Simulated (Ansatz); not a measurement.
Below is the output of a Python script on the Python package of Ansatz (0.2.0) that makes a geometry optimisation of C₃H₆BF, SMILES C=CB(C)F. Write a script that gives it. Level of theory: PBE, cc-pVDZ basis, multiplicity 1, D3BJ dispersion.

```xyz
11

C    -1.5194    1.1858    0.7327
C    -0.7426    0.1862    0.6218
B     0.3347    0.1153   -0.5025
C     1.4037   -1.1364   -0.5676
F     0.5204    1.1790   -1.4649
H    -1.5093    2.0857    0.0321
H    -2.2945    1.2519    1.5056
H    -0.7894   -0.6142    1.3214
H     1.9010   -1.2215    0.4273
H     2.0440   -1.0241   -1.3826
H     0.7169   -2.0647   -0.7025
```

```console
$ python run_opt.py
step   1  E = -6594.828333 eV  largest force component 5.1769 eV/A
step   2  E = -6595.337457 eV  largest force component 1.8049 eV/A
step   3  E = -6595.418687 eV  largest force component 1.1905 eV/A
step   4  E = -6595.355125 eV  largest force component 1.4177 eV/A
step   5  E = -6595.462346 eV  largest force component 0.6103 eV/A
step   6  E = -6595.462425 eV  largest force component 0.2007 eV/A
step   7  E = -6595.473222 eV  largest force component 0.0751 eV/A
step   8  E = -6595.473480 eV  largest force component 0.0368 eV/A
step   9  E = -6595.473611 eV  largest force component 0.0247 eV/A
step  10  E = -6595.473664 eV  largest force component 0.0116 eV/A
step  11  E = -6595.473674 eV  largest force component 0.0010 eV/A
converged              True
free_energy_ev         -6595.473706259595
reference_energy_ev    -6595.288261655798
n_frozen               0
n_occupied             [19, 19]
n_virtual              [81, 81]
final positions (A) and the move of each atom
C    -1.56764    1.24607    0.72271    0.0778
C    -0.72096    0.19469    0.64319    0.0316
B     0.37479    0.08428   -0.46455    0.0633
C     1.37096   -1.12148   -0.59283    0.0439
F     0.45142    1.10020   -1.36822    0.1425
H    -1.50597    2.07036   -0.00771    0.0428
H    -2.34345    1.33227    1.50150    0.0942
H    -0.81545   -0.61012    1.39436    0.0776
H     1.90721   -1.28681    0.36708    0.0891
H     2.11520   -1.00654   -1.40407    0.0764
H     0.79939   -2.05992   -0.77066    0.1071
```

The script that was run (others could print the same):

`run_opt.py`
```python
'''Geometry optimisation of C3H6BF.'''

import ansatz as az
from ase import Atoms
import numpy as np

BASIS_SET = 'cc-pVDZ'
FUNCTIONAL = 'pbe'
VDW = 'd3bj'


def main() -> None:
    atoms = Atoms(['C', 'C', 'B', 'C', 'F', 'H', 'H', 'H', 'H', 'H', 'H'], positions=[
        (-1.5194, 1.1858, 0.7327),
        (-0.7426, 0.1862, 0.6218),
        (0.3347, 0.1153, -0.5025),
        (1.4037, -1.1364, -0.5676),
        (0.5204, 1.179, -1.4649),
        (-1.5093, 2.0857, 0.0321),
        (-2.2945, 1.2519, 1.5056),
        (-0.7894, -0.6142, 1.3214),
        (1.901, -1.2215, 0.4273),
        (2.044, -1.0241, -1.3826),
        (0.7169, -2.0647, -0.7025),
    ])
    system = az.Crystal.molecule_from_ase(atoms)

    calculation = (
        system.calculation()
        .basis(gaussian=BASIS_SET)  # the orbital basis, by name
        .functional(FUNCTIONAL, dispersion=VDW)
    )
    symbols = [site.symbol for site in system.cartesian_sites]
    start = np.array([site.position_ang for site in system.cartesian_sites], dtype=float)
    def progress(event):
        if event['event'] == 'relax_step':
            row = event['data']
            print(f'step {row["step"]:3d}  E = {row["lagrangian_ev"]:.6f} eV  largest force component {row["allowed_force_max_ev_ang"]:.4f} eV/A')


    summary = calculation.relax(force_tolerance=0.005).session().plan().execute(on_event=progress).report
    end = np.array(summary['positions_ang'])

    for key in ('converged', 'free_energy_ev', 'reference_energy_ev', 'n_frozen', 'n_occupied', 'n_virtual'):
        print(f'{key:22s} {summary[key]}')

    print('final positions (A) and the move of each atom')
    for symbol, xyz, old in zip(symbols, end, start):
        print(f'{symbol:2s} {xyz[0]:10.5f} {xyz[1]:10.5f} {xyz[2]:10.5f}   {np.linalg.norm(xyz - old):7.4f}')
    with open('c3h6bf_opt.xyz', 'w') as handle:
        handle.write(f'{len(symbols)}\nrelaxed C3H6BF\n')
        handle.writelines(f'{s:2s} {x:11.6f} {y:11.6f} {z:11.6f}\n' for s, (x, y, z) in zip(symbols, end))


if __name__ == '__main__':
    main()
```

Caveats:
- Total energies depend on the basis set; only differences at equal settings carry meaning.
- The end point is the stationary point reached from this start; no frequency run checks that it is a minimum, and the basis set is modest.
- Total less reference energy is the dispersion correction.
- The whole script took 39 s on 1 thread of Arm Neoverse V1 (shared host), peak memory 0.2 GiB.
